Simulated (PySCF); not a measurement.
# RhF6 (-2): ligand-field states, part 2 of 2

PySCF 2.14.0. Atoms count from 0.

## (5) Ligand-field states: state-averaged CASSCF (axial bond length × 1.05) in water

What the job is given:

```
{"job": {"kind": "lf", "basis": {"metal": "x2c-TZVPall", "ligand": "x2c-SVPall"}, "nevpt": true, "solvent": "water", "reuse": true}, "charge": -2, "metal": "Rh", "open_shell": "d5"}
Rh     0.000000     0.000000     0.000000
F      0.000000     0.000000     1.995000
F      0.000000     0.000000    -1.995000
F      1.900000     0.000000     0.000000
F     -1.900000     0.000000     0.000000
F      0.000000     1.900000     0.000000
F     -0.000000    -1.900000     0.000000
```

Level: state-averaged CASSCF of the metal d shell, SC-NEVPT2 on the averaged canonical orbitals, state-interaction spin-orbit coupling.

The program printed:

```text
basis functions 147, electrons 101, active (5e, 5o)
start from the orbitals of the previous structure
stage 1: DIIS on the effective Fock matrix, level shift 0.30
cycle   1  E = -5376.3546460339  dE = -5.376e+03  max|g| = 3.805e+00
cycle   2  E = -5377.9013821545  dE = -1.547e+00  max|g| = 3.320e-01
cycle   3  E = -5377.9613104709  dE = -5.993e-02  max|g| = 1.161e-01
cycle   4  E = -5377.9672358507  dE = -5.925e-03  max|g| = 3.761e-02
cycle   5  E = -5377.9680343474  dE = -7.985e-04  max|g| = 1.550e-02
cycle   6  E = -5377.9682877915  dE = -2.534e-04  max|g| = 6.370e-03
cycle   7  E = -5377.9683621300  dE = -7.434e-05  max|g| = 3.584e-03
cycle   8  E = -5377.9683775366  dE = -1.541e-05  max|g| = 1.906e-03
cycle   9  E = -5377.9683805130  dE = -2.976e-06  max|g| = 9.862e-04
cycle  10  E = -5377.9683810763  dE = -5.632e-07  max|g| = 5.101e-04
...
cycle  30  E = -5377.9683813721  dE =  3.199e-08  max|g| = 2.779e-04
cycle  31  E = -5377.9683813227  dE =  4.939e-08  max|g| = 3.424e-04
cycle  32  E = -5377.9683812448  dE =  7.791e-08  max|g| = 4.272e-04
cycle  33  E = -5377.9683811322  dE =  1.126e-07  max|g| = 5.272e-04
cycle  34  E = -5377.9683809492  dE =  1.830e-07  max|g| = 6.601e-04
cycle  35  E = -5377.9683806615  dE =  2.877e-07  max|g| = 8.269e-04
cycle  36  E = -5377.9683802174  dE =  4.441e-07  max|g| = 1.032e-03
stage 2: quasi-Newton rotations from the point of smallest gradient
cycle  38  E = -5377.9683814730  dE = -7.301e-09  max|g| = 3.030e-05
cycle  39  E = -5377.9683814745  dE = -1.500e-09  max|g| = 1.424e-05
cycle  40  E = -5377.9683814746  dE = -1.191e-10  max|g| = 4.722e-06
converged average energy = -5377.9683814746

 mult deg   label        CASSCF/cm-1   NEVPT2/cm-1
   2   1   2B2g                0.0           0.0
   2   2   2Eg              1177.3        1545.8
   4   1   4A2g            10957.8       17162.0
   4   2   4Eg             12842.2       18281.2
   4   2   4Eg             19081.4       23418.4
   2   1   2A2g            21384.4       26507.0
   4   1   4B2g            23055.6       27596.8
   2   2   2Eg             23335.9       27946.6
   2   1   2B1g            23457.5       28728.6
   6   1   6A1g            15477.9       29279.3
   2   1   2B2g            24294.6       29305.6
   2   2   2Eg             26609.2       30978.0
   2   1   2A1g            27461.0       31856.0
   2   1   2B1g            28749.2       32820.4
   2   2   2Eg             31995.0       34628.1
   2   2   2Eg             34701.0       36872.3
   2   1   2A1g            38174.3       40228.3
   2   1   2A2g            37037.5       40310.1
   2   1   2B2g            38281.6       40380.3
   4   1   4B1g            36812.7       46125.7
   2   1   2A1g            42299.7       46301.8
   4   1   4A1g            36420.7       47117.7
   4   1   4A1g            37996.7       48093.4
   4   2   4Eg             40536.3       50555.9
   4   1   4B1g            41789.5       50810.3
   4   1   4B2g            41111.7       50989.1
   2   1   2B1g            45173.7       51242.7
   4   1   4A1g            42556.0       51256.1
   2   1   2A1g            46961.8       55801.2
   2   2   2Eg             48097.9       56476.1
   2   1   2B2g            49393.7       57979.0
   2   1   2B1g            52384.5       58726.4
   2   1   2A2g            51880.9       58844.9
   2   1   2A1g            51749.8       58937.8
   4   2   4Eg             51285.7       59863.5
   4   1   4A2g            51643.1       59885.9
   4   1   4B1g            55294.1       60524.5
   2   2   2Eg             53299.0       60926.3
   2   1   2B1g            55444.7       61582.6
   2   2   2Eg             55409.9       61872.6
   2   1   2B2g            54588.3       62135.7
   2   1   2A1g            58420.6       63682.6
   2   1   2B1g            60402.1       64906.2
   2   2   2Eg             58593.1       65439.6
   2   1   2A1g            61349.3       65441.6
   2   1   2A2g            59784.6       65965.4
   2   1   2A2g            63526.8       70319.3
   2   2   2Eg             63891.4       70594.1
   2   1   2B2g            66760.2       71037.5
   2   2   2Eg             66530.2       72029.4
   2   1   2A1g            71001.9       74522.1
   2   1   2B1g            73327.3       75584.9
   4   2   4Eg             67947.8       80227.3
   2   2   2Eg             75959.2       82009.2
   4   1   4B2g            72094.7       82538.6
   4   1   4A2g            71199.2       83416.9
   2   2   2Eg             79198.3       85385.1
   2   1   2A2g            79282.5       87015.0
   2   1   2A2g            83129.8       88140.5
   2   1   2B2g            82102.8       88752.7

spin-orbit levels / cm-1
      0.00  x2  2B2g 0.66 2Eg 0.33
   2349.85  x2  2Eg 0.66 2B2g 0.33
   3095.40  x2  2Eg 0.99
  17521.78  x2  4A2g 0.73 4Eg 0.24
  17974.51  x2  4A2g 0.88 4Eg 0.09
  18930.96  x2  4Eg 0.95 4A2g 0.04
  19310.00  x2  4Eg 0.91 4A2g 0.04
  19361.04  x2  4Eg 0.78 4A2g 0.21
  19467.00  x2  4Eg 0.91 4A2g 0.06
  23834.65  x2  4Eg 0.94
  24117.88  x2  4Eg 0.96
  24425.78  x2  4Eg 0.96
  24799.91  x2  4Eg 0.98
  27114.35  x2  2A2g 0.85 2Eg 0.12
  28324.65  x2  4B2g 0.53 2Eg 0.28 2B1g 0.13
  28480.76  x2  4B2g 0.96
  28609.27  x2  2Eg 0.58 4B2g 0.35 2B2g 0.05
  29214.69  x2  2Eg 0.85 2A2g 0.12
  29928.84  x2  2B1g 0.84 4B2g 0.08 2Eg 0.04
  30449.64  x2  2B2g 0.86 2Eg 0.06 6A1g 0.04
  30528.74  x2  6A1g 0.97
  30541.23  x2  6A1g 0.96
  30563.99  x2  6A1g 0.92 2B2g 0.04
  31786.72  x2  2Eg 0.92
  32072.23  x2  2Eg 0.92
  32963.20  x2  2A1g 0.96
  33933.89  x2  2B1g 0.95
  35551.36  x2  2Eg 0.93
  35742.92  x2  2Eg 0.96
  37686.88  x2  2Eg 0.92 2B2g 0.04
```

It took 17 s on 1 thread of Arm Neoverse V2, shared host; peak memory 0.37 GiB.

Warnings kept with the result: strongly covalent, metal-shell active space is small for this complex.

Key values:

```csv
quantity,value
spin-orbit constant ζ,1257 cm⁻¹
```

Powder susceptibility:

```csv
T (K),χT (cm³ K/mol),μ(eff)
2,0.478,1.96
20,0.485,1.97
100,0.513,2.03
300,0.585,2.16
```

## (6) Ligand-field states: state-averaged CASSCF (axial bond length × 1.1) in water

Settings changed since step 5:

```diff
@@ -2,4 +2,4 @@
 Rh     0.000000     0.000000     0.000000
-F      0.000000     0.000000     1.995000
-F      0.000000     0.000000    -1.995000
+F      0.000000     0.000000     2.090000
+F      0.000000     0.000000    -2.090000
 F      1.900000     0.000000     0.000000
```

Method: state-averaged CASSCF of the metal d shell, SC-NEVPT2 on the averaged canonical orbitals, state-interaction spin-orbit coupling.

The program printed:

```text
basis functions 147, electrons 101, active (5e, 5o)
start from the orbitals of the previous structure
stage 1: DIIS on the effective Fock matrix, level shift 0.30
cycle   1  E = -5377.7113259979  dE = -5.378e+03  max|g| = 1.855e+00
cycle   2  E = -5377.9540487501  dE = -2.427e-01  max|g| = 1.447e-01
cycle   3  E = -5377.9642319881  dE = -1.018e-02  max|g| = 4.593e-02
cycle   4  E = -5377.9652144851  dE = -9.825e-04  max|g| = 1.397e-02
cycle   5  E = -5377.9654145787  dE = -2.001e-04  max|g| = 6.020e-03
cycle   6  E = -5377.9654526261  dE = -3.805e-05  max|g| = 3.111e-03
cycle   7  E = -5377.9654666241  dE = -1.400e-05  max|g| = 1.875e-03
cycle   8  E = -5377.9654704642  dE = -3.840e-06  max|g| = 1.021e-03
cycle   9  E = -5377.9654708446  dE = -3.803e-07  max|g| = 7.390e-04
cycle  10  E = -5377.9654714258  dE = -5.812e-07  max|g| = 5.743e-04
cycle  11  E = -5377.9654716694  dE = -2.436e-07  max|g| = 5.787e-04
cycle  12  E = -5377.9654719019  dE = -2.326e-07  max|g| = 4.888e-04
cycle  13  E = -5377.9654719476  dE = -4.571e-08  max|g| = 4.750e-04
cycle  14  E = -5377.9654720520  dE = -1.044e-07  max|g| = 4.251e-04
cycle  15  E = -5377.9654720224  dE =  2.965e-08  max|g| = 4.440e-04
cycle  16  E = -5377.9654719800  dE =  4.234e-08  max|g| = 4.690e-04
cycle  17  E = -5377.9654718968  dE =  8.325e-08  max|g| = 5.140e-04
cycle  18  E = -5377.9654717509  dE =  1.458e-07  max|g| = 5.800e-04
cycle  19  E = -5377.9654715949  dE =  1.560e-07  max|g| = 6.411e-04
cycle  20  E = -5377.9654712461  dE =  3.488e-07  max|g| = 7.589e-04
cycle  21  E = -5377.9654706328  dE =  6.132e-07  max|g| = 9.307e-04
cycle  22  E = -5377.9654694661  dE =  1.167e-06  max|g| = 1.200e-03
cycle  23  E = -5377.9654673674  dE =  2.099e-06  max|g| = 1.571e-03
cycle  24  E = -5377.9654632662  dE =  4.101e-06  max|g| = 2.119e-03
cycle  25  E = -5377.9654557269  dE =  7.539e-06  max|g| = 2.866e-03
cycle  26  E = -5377.9654417244  dE =  1.400e-05  max|g| = 3.895e-03
stage 2: quasi-Newton rotations from the point of smallest gradient
cycle  28  E = -5377.9654723676  dE = -3.156e-07  max|g| = 1.784e-04
cycle  29  E = -5377.9654724357  dE = -6.813e-08  max|g| = 8.900e-05
cycle  30  E = -5377.9654724455  dE = -9.793e-09  max|g| = 4.679e-05
cycle  31  E = -5377.9654724477  dE = -2.203e-09  max|g| = 1.793e-05
cycle  32  E = -5377.9654724480  dE = -3.229e-10  max|g| = 3.357e-06
converged average energy = -5377.9654724480

 mult deg   label        CASSCF/cm-1   NEVPT2/cm-1
   2   1   2B2g                0.0           0.0
   2   2   2Eg              1957.3        2657.2
   4   1   4A2g             7931.4       14740.3
   4   2   4Eg              9738.5       15143.9
   2   1   2A2g            18472.2       24178.0
   4   2   4Eg             19387.0       24432.4
   2   2   2Eg             20824.1       25490.5
   2   1   2B1g            21162.9       26868.2
   2   1   2B2g            21329.1       26956.9
   6   1   6A1g            12789.3       27200.7
   2   2   2Eg             24230.6       28332.2
   2   1   2A1g            24619.2       29102.6
   4   1   4B2g            24695.2       30148.1
   2   1   2B1g            28714.5       32912.9
   2   2   2Eg             31037.9       34601.2
   2   2   2Eg             34627.5       37678.2
   2   1   2A1g            34803.9       37827.6
   4   1   4B1g            30933.6       39726.6
   2   1   2A2g            38386.4       42687.8
   2   1   2B2g            39759.6       42828.8
   4   1   4A1g            33645.8       44937.2
   4   1   4A1g            35229.3       45853.4
   2   1   2A1g            41295.7       47415.6
   4   2   4Eg             37484.4       47923.7
   4   1   4B1g            38350.8       48695.0
   4   1   4B2g            38719.2       48958.1
   4   1   4A1g            39622.0       48980.8
   2   2   2Eg             42414.9       51114.1
   2   1   2B1g            43935.9       52146.7
   2   1   2A1g            44158.8       52318.6
   2   1   2A2g            45600.1       52633.4
   2   1   2B1g            47138.3       53545.5
   2   1   2B2g            46013.5       54946.6
   2   1   2A1g            47953.5       55427.7
   4   1   4A2g            49186.3       57932.4
   4   2   4Eg             48663.5       58197.2
   2   2   2Eg             50136.4       58224.3
   2   2   2Eg             51853.5       58524.7
   2   1   2B1g            52022.8       58688.8
   2   1   2B2g            51722.2       59759.6
   2   1   2A1g            54727.4       60195.7
   2   1   2A1g            58170.4       62414.9
   4   1   4B1g            56314.5       62538.4
   2   1   2B1g            59051.3       63270.2
   2   2   2Eg             57548.6       64615.4
   2   1   2A2g            59002.2       65650.8
   2   1   2B2g            62526.5       66711.5
   2   1   2A2g            60508.6       68228.5
   2   2   2Eg             61011.5       68469.4
   2   2   2Eg             62972.9       69538.7
   4   2   4Eg             62142.6       74850.0
   4   1   4B2g            64738.6       75700.3
   2   1   2A1g            71117.5       76784.6
   2   2   2Eg             70733.1       78478.6
   2   2   2Eg             73979.2       79253.2
   2   1   2B1g            74406.3       81279.3
   4   1   4A2g            68533.1       81293.0
   2   1   2B1g            74078.9       82353.4
   2   1   2A2g            79919.3       85130.1
   2   1   2B2g            78042.0       86852.4

spin-orbit levels / cm-1
      0.00  x2  2B2g 0.81 2Eg 0.17
   2945.13  x2  2Eg 0.81 2B2g 0.17
   3937.14  x2  2Eg 0.99
  14522.31  x2  4Eg 0.49 4A2g 0.48
  15208.65  x2  4A2g 0.71 4Eg 0.26
  15474.70  x2  4Eg 0.94 4A2g 0.05
  16242.85  x2  4Eg 0.55 4A2g 0.44
  16272.84  x2  4Eg 0.78 4A2g 0.20
  16382.14  x2  4Eg 0.90 4A2g 0.06
  24111.76  x2  4Eg 0.89 6A1g 0.07
  24439.57  x2  2A2g 0.74 2Eg 0.18 4Eg 0.06
  24558.70  x2  4Eg 0.84 2Eg 0.09 6A1g 0.06
  25108.40  x2  4Eg 0.81 2A2g 0.11 6A1g 0.04
  25711.19  x2  4Eg 0.97
  25948.66  x2  2Eg 0.77 2B2g 0.09 4Eg 0.08
  26651.35  x2  2Eg 0.74 2A2g 0.12 4Eg 0.08
  27650.24  x2  2B1g 0.89 2B2g 0.05
  27888.77  x2  2B2g 0.82 2Eg 0.09
  28317.81  x2  6A1g 0.90 4Eg 0.06
  28356.30  x2  6A1g 0.90 4Eg 0.07
  28411.89  x2  6A1g 0.90 4Eg 0.08
  28805.17  x2  2Eg 0.92
  29243.20  x2  2Eg 0.94
  29951.15  x2  2A1g 0.97
  30798.53  x2  4B2g 0.95 2Eg 0.03
  30951.55  x2  4B2g 0.94
  33668.27  x2  2B1g 0.91 2Eg 0.05
  35128.69  x2  2Eg 0.91 2B1g 0.05
  35676.29  x2  2Eg 0.92
  38231.25  x2  2Eg 0.92 2A1g 0.05
```

Wall time 15 s (1 thread of Arm Neoverse V2, shared host); peak memory 0.38 GiB.

Warnings kept with the result: strongly covalent, metal-shell active space is small for this complex.

From this job:

```csv
quantity,value
spin-orbit constant ζ,1251 cm⁻¹
```

Powder susceptibility:

```csv
T (K),χT (cm³ K/mol),μ(eff)
2,0.529,2.06
20,0.533,2.07
100,0.553,2.10
300,0.602,2.19
```

## (7) Ligand-field states: state-averaged CASSCF (axial bond length × 1.2) in water

Settings changed since step 6:

```diff
@@ -2,4 +2,4 @@
 Rh     0.000000     0.000000     0.000000
-F      0.000000     0.000000     2.090000
-F      0.000000     0.000000    -2.090000
+F      0.000000     0.000000     2.280000
+F      0.000000     0.000000    -2.280000
 F      1.900000     0.000000     0.000000
```

Level: state-averaged CASSCF of the metal d shell, SC-NEVPT2 on the averaged canonical orbitals, state-interaction spin-orbit coupling.

The program printed:

```text
basis functions 147, electrons 101, active (5e, 5o)
start from the orbitals of the previous structure
stage 1: DIIS on the effective Fock matrix, level shift 0.30
cycle   1  E = -5377.3829816163  dE = -5.377e+03  max|g| = 2.897e+00
cycle   2  E = -5377.9124717693  dE = -5.295e-01  max|g| = 2.451e-01
cycle   3  E = -5377.9366654534  dE = -2.419e-02  max|g| = 7.158e-02
cycle   4  E = -5377.9392026683  dE = -2.537e-03  max|g| = 1.771e-02
cycle   5  E = -5377.9398852467  dE = -6.826e-04  max|g| = 1.097e-02
cycle   6  E = -5377.9400429152  dE = -1.577e-04  max|g| = 7.133e-03
cycle   7  E = -5377.9400242508  dE =  1.866e-05  max|g| = 6.472e-03
cycle   8  E = -5377.9400990164  dE = -7.477e-05  max|g| = 3.816e-03
cycle   9  E = -5377.9401142733  dE = -1.526e-05  max|g| = 3.303e-03
cycle  10  E = -5377.9401077139  dE =  6.559e-06  max|g| = 3.781e-03
cycle  11  E = -5377.9400938390  dE =  1.387e-05  max|g| = 4.464e-03
cycle  12  E = -5377.9400661390  dE =  2.770e-05  max|g| = 5.526e-03
cycle  13  E = -5377.9399765831  dE =  8.956e-05  max|g| = 8.027e-03
cycle  14  E = -5377.9397626066  dE =  2.140e-04  max|g| = 1.214e-02
cycle  15  E = -5377.9391746787  dE =  5.879e-04  max|g| = 2.014e-02
cycle  16  E = -5377.9375657036  dE =  1.609e-03  max|g| = 3.272e-02
cycle  17  E = -5377.9331181276  dE =  4.448e-03  max|g| = 5.254e-02
stage 2: quasi-Newton rotations from the point of smallest gradient
cycle  19  E = -5377.9401400337  dE = -2.576e-05  max|g| = 1.078e-03
cycle  20  E = -5377.9401437184  dE = -3.685e-06  max|g| = 8.893e-04
cycle  21  E = -5377.9401448822  dE = -1.164e-06  max|g| = 2.627e-04
cycle  22  E = -5377.9401449831  dE = -1.009e-07  max|g| = 2.830e-04
cycle  23  E = -5377.9401450392  dE = -5.615e-08  max|g| = 2.884e-05
cycle  24  E = -5377.9401450415  dE = -2.287e-09  max|g| = 9.979e-06
converged average energy = -5377.9401450415

 mult deg   label        CASSCF/cm-1   NEVPT2/cm-1
   2   1   2B2g                0.0           0.0
   2   2   2Eg              2868.1        4049.2
   4   2   4Eg              4161.5        9557.8
   4   1   4A2g             3154.9       10470.3
   2   1   2A2g            13799.7       20010.4
   2   2   2Eg             15932.1       20492.3
   2   2   2Eg             18697.8       22570.6
   2   1   2B2g            16441.1       22600.8
   2   1   2B1g            17024.9       22963.0
   2   1   2A1g            19152.1       23332.2
   6   1   6A1g             8648.2       23571.8
   4   2   4Eg             20569.4       26282.4
   4   1   4B1g            20037.7       28497.8
   2   1   2A1g            28320.7       32349.3
   2   1   2B1g            29016.5       33308.2
   4   1   4B2g            26672.8       33667.8
   2   2   2Eg             31389.5       36028.1
   2   2   2Eg             34988.4       39218.5
   4   1   4A1g            29274.0       41066.1
   2   2   2Eg             32455.8       41174.9
   2   1   2A2g            34462.9       41775.7
   4   1   4A1g            30893.2       41899.3
   2   1   2B1g            35622.4       42667.3
   4   2   4Eg             32576.3       43132.5
   2   1   2A1g            36300.2       44390.0
   4   1   4A1g            34998.5       44927.0
   4   1   4B1g            33717.3       44953.4
   4   1   4B2g            35130.1       45127.0
   2   1   2A2g            40716.6       45748.1
   2   1   2B2g            41746.2       46170.7
   2   1   2B2g            39184.0       48133.1
   2   1   2A1g            40645.6       49386.5
   2   1   2A1g            42922.5       50055.1
   2   1   2B1g            41471.5       50989.9
   2   2   2Eg             45028.6       51276.7
   2   2   2Eg             45669.1       53538.8
   4   1   4A2g            45190.8       54206.8
   2   1   2B1g            47712.1       55057.4
   4   2   4Eg             44345.9       55212.3
   2   1   2B2g            47293.0       55229.0
   2   1   2A1g            50503.7       56068.4
   2   2   2Eg             51926.0       56804.9
   2   1   2A1g            53466.8       57469.9
   2   1   2B2g            55535.9       59679.0
   2   1   2B1g            58086.6       62084.4
   2   1   2A2g            56474.3       63236.8
   2   1   2A2g            54996.5       63714.9
   4   1   4B2g            53488.3       64570.7
   2   2   2Eg             55529.8       64846.5
   4   2   4Eg             53004.5       65408.2
   4   1   4B1g            58652.7       65779.1
   2   2   2Eg             58421.1       67352.8
   2   2   2Eg             69296.8       72742.7
   2   2   2Eg             63391.0       73606.0
   2   1   2B2g            67410.8       75968.0
   2   1   2A1g            67363.5       76756.8
   2   1   2B1g            65329.3       77443.1
   4   1   4A2g            64352.3       77489.4
   2   2   2Eg             70193.4       78656.4
   2   1   2A1g            74628.3       79631.7

spin-orbit levels / cm-1
      0.00  x2  2B2g 0.88 2Eg 0.08
   4029.30  x2  2Eg 0.87 2B2g 0.09 4A2g 0.04
   5127.22  x2  2Eg 0.97
   9249.31  x2  4Eg 0.83 4A2g 0.15
   9859.63  x2  4Eg 0.95 4A2g 0.04
  10188.48  x2  4Eg 0.82 4A2g 0.15
  10875.05  x2  4Eg 0.95
  11464.62  x2  4A2g 0.78 4Eg 0.20
  11478.68  x2  4A2g 0.79 4Eg 0.17
  20045.47  x2  2A2g 0.65 2Eg 0.31
  20730.57  x2  2Eg 0.92 2B2g 0.05
  21514.97  x2  2Eg 0.55 2A2g 0.27 2Eg 0.14
  22839.91  x2  2Eg 0.83 2Eg 0.10 2A2g 0.05
  23188.09  x2  2B2g 0.67 2Eg 0.23 6A1g 0.04
  23533.51  x2  2B1g 0.49 2Eg 0.26 6A1g 0.16
  23710.78  x2  6A1g 0.59 2B1g 0.15 4Eg 0.14
  23886.25  x2  2Eg 0.41 2B1g 0.28 6A1g 0.15
  24046.24  x2  6A1g 0.72 4Eg 0.08 2Eg 0.06
  24098.06  x2  2A1g 0.85 6A1g 0.11
  24209.01  x2  6A1g 0.81 2A1g 0.11 4Eg 0.06
  26817.96  x2  4Eg 0.77 6A1g 0.20
  27129.81  x2  4Eg 0.85 6A1g 0.12
  27308.59  x2  4Eg 0.95
  27647.02  x2  4Eg 0.96 6A1g 0.03
  29357.95  x2  4B1g 0.97
  29408.88  x2  4B1g 0.96
  33198.82  x2  2A1g 0.96
  33887.67  x2  2B1g 0.89 2Eg 0.03
  34090.63  x2  4B2g 0.91 2Eg 0.07
  34224.14  x2  4B2g 0.88 2Eg 0.09
```

Wall time 13 s (1 thread of Arm Neoverse V2, shared host); peak memory 0.38 GiB.

Warnings kept with the result: strongly covalent, metal-shell active space is small for this complex.

From this job:

```csv
quantity,value
spin-orbit constant ζ,1238 cm⁻¹
```

Powder susceptibility:

```csv
T (K),χT (cm³ K/mol),μ(eff)
2,0.545,2.09
20,0.548,2.09
100,0.564,2.12
300,0.603,2.19
```

## (8) The runs side by side

From the NEVPT2 states (cm⁻¹; the spread is that of the fitted one-electron ligand-field levels):

```csv
step,setting,ground state,next state,orbital spread,Racah B,ζ,"μ(eff), 300 K"
2,as given,2T2g,4T1g at 19714,30784,732,1261,2.09
3,axial bond length × 0.9,2Eg,2B2g at 5128,45293,705,1261,2.23
4,axial bond length × 0.95,2Eg,2B2g at 2149,37582,719,1263,2.15
5,axial bond length × 1.05,2B2g,2Eg at 1546,32136,732,1257,2.16
6,axial bond length × 1.1,2B2g,2Eg at 2657,33310,740,1251,2.19
7,axial bond length × 1.2,2B2g,2Eg at 4049,34979,714,1238,2.19
```

## (9) Results

What follows sums up all 2 parts.

```
                                                                 quantity       value
           spin-orbit constant ζ (step 2, state-averaged CASSCF in water)   1261 cm⁻¹
        ground multiplicity, μ(eff) at 300 K (step 2, 6 donors at 1.90 Å)  2, 2.09 μB
ground multiplicity, μ(eff) at 300 K (step 3, 6 donors at 1.71 to 1.90 Å)  2, 2.23 μB
ground multiplicity, μ(eff) at 300 K (step 4, 6 donors at 1.80 to 1.90 Å)  2, 2.15 μB
ground multiplicity, μ(eff) at 300 K (step 5, 6 donors at 1.90 to 2.00 Å)  2, 2.16 μB
ground multiplicity, μ(eff) at 300 K (step 6, 6 donors at 1.90 to 2.09 Å)  2, 2.19 μB
ground multiplicity, μ(eff) at 300 K (step 7, 6 donors at 1.90 to 2.28 Å)  2, 2.19 μB
```

In step 2, χT goes from 0.40 at 2 K to 0.55 cm³ K/mol at 300 K, as higher levels fill or mix in. The spread of the ligand-field levels runs from 30784 cm⁻¹ (as given) to 45293 cm⁻¹ (axial bond length × 0.9); μ(eff) at 300 K: 2.09 to 2.23 μB. The bonding is strongly covalent, and an active space of the metal's shell alone is small for it, so these values are rough.
